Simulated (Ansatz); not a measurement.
A nudged elastic band was laid between two geometries of a periodic cell of 23 atoms, Si8NO14 (host SiO2, host structure P4_2/mnm, dopant N, one O atom removed), cell charge +1.

Method: Ansatz 0.2.0, DFT PBE-D3(BJ), scalar-relativistic, plane waves, PAW. Settings: PAW set soft_1, cutoff 420 eV, k mesh 2x2x2, fermi-dirac smearing 0.02 eV, no spin polarisation.

```
movable images  : 5
climbing image  : yes
spring          : 5.0 eV/Å²
optimiser       : quadratic models (default)
start path      : IDPP
force threshold : 0.05 eV/Å
iteration limit : 54
end points      : relaxed
```

Initial state:

```xyz
23
Lattice="-4.1801 -4.1801 0.0000 4.1801 -4.1801 0.0000 0.0000 0.0000 5.3356" Properties=species:S:1:pos:R:3
Si 0.208 -3.962 -0.002
Si 1.975 -2.195 1.434
N 1.399 -2.771 -0.002
O 0.860 -0.783 1.338
O 3.387 -3.310 1.339
Si -0.105 -4.275 2.666
Si 1.975 -2.195 3.898
O 1.173 -2.997 2.666
O 0.859 -0.783 3.994
O -1.347 -5.516 2.666
O 3.387 -3.310 3.993
Si 0.009 0.019 -0.002
Si -2.094 -2.085 1.324
O -2.906 -2.896 -0.002
O 0.725 -5.034 1.293
O -1.271 -1.261 -0.002
O -0.863 -3.445 1.293
Si 0.035 0.045 2.666
Si -2.094 -2.085 4.008
O -2.884 -2.875 2.666
O 0.725 -5.034 4.039
O -1.267 -1.257 2.666
O -0.863 -3.445 4.039
```

Final state:

```xyz
23
Lattice="-4.1801 -4.1801 0.0000 4.1801 -4.1801 0.0000 0.0000 0.0000 5.3356" Properties=species:S:1:pos:R:3
Si -0.219 -4.400 0.000
Si 2.194 -1.987 1.436
N 2.769 -1.411 0.000
O 0.782 -0.871 1.340
O 3.309 -3.398 1.340
Si 0.093 -4.087 2.668
Si 2.194 -1.987 3.900
O 1.335 -2.845 2.668
O 0.782 -0.871 3.995
O -1.184 -5.364 2.668
O 3.309 -3.398 3.995
Si -0.020 -0.020 0.000
Si -2.097 -2.097 1.326
O -2.920 -2.920 0.000
O 0.852 -4.916 1.295
O -1.285 -1.285 0.000
O -0.736 -3.328 1.295
Si -0.047 -0.047 2.668
Si -2.097 -2.097 4.010
O -2.924 -2.924 2.668
O 0.852 -4.916 4.041
O -1.307 -1.307 2.668
O -0.736 -3.328 4.041
```

(1) Which bonds break or form, and what moves?

(2) What energy profile does the band end with?

(3) What is the geometry of the highest image?

Results:

(1) The atom that moves furthest is N3, by 1.93 Å; four of its nearest neighbours are Si2 1.65, Si7 1.65, Si1 1.68, O11 2.46 Å at the first end and Si7 1.65, Si2 1.65, Si1 1.68, O4 2.46 Å at the last.

(2) It converged. The highest image is number 3 of 0 to 6, 4.19 eV above the ends, which have the same energy within 2 meV. Neighbouring images differ by up to 2.3 eV, so the band resolves the path poorly. By the program's own check the climbing image is of a kind that is not told: the force calls were inconclusive, a negative curvature could not be distinguished from the path's own, the only one lies far off the path, or fixed occupations may fill a level only in part (lowest curvatures found: -14.62 and 1.01 eV/Å²). Limits of this set-up: coarse k mesh, no spin, though dangling bonds at a vacancy may carry it, a small cell, in which the defect meets its images, charged cell in a uniform background, uncorrected.

```tsv
image	path coordinate (Å)	energy (eV)
0	0.00	0.00
1	0.39	0.87
2	0.77	3.17
3	1.16	4.19
4	1.55	3.17
5	1.93	0.87
6	2.32	0.00
```

(3) 
```xyz
23
Lattice="-4.1801 -4.1801 0.0000 4.1801 -4.1801 0.0000 0.0000 0.0000 5.3356" Properties=species:S:1:pos:R:3
Si -0.001 -4.185 -0.001
Si 2.069 -2.075 1.507
N 2.103 -2.110 -0.001
O 0.796 -0.803 1.397
O 3.374 -3.380 1.406
Si -0.005 -4.182 2.667
Si 2.070 -2.076 3.827
O 1.225 -2.944 2.667
O 0.796 -0.803 3.937
O -1.243 -5.412 2.667
O 3.374 -3.380 3.928
Si -0.019 0.012 -0.001
Si -2.094 -2.093 1.330
O -2.908 -2.903 -0.001
O 0.785 -4.972 1.282
O -1.284 -1.278 -0.001
O -0.792 -3.395 1.277
Si -0.006 0.000 2.667
Si -2.094 -2.093 4.004
O -2.879 -2.884 2.667
O 0.785 -4.972 4.052
O -1.303 -1.307 2.667
O -0.792 -3.395 4.056
```

Run time: 13 min on 1 thread of Arm Neoverse V1, with other jobs on the host, peak memory 0.74 GiB.
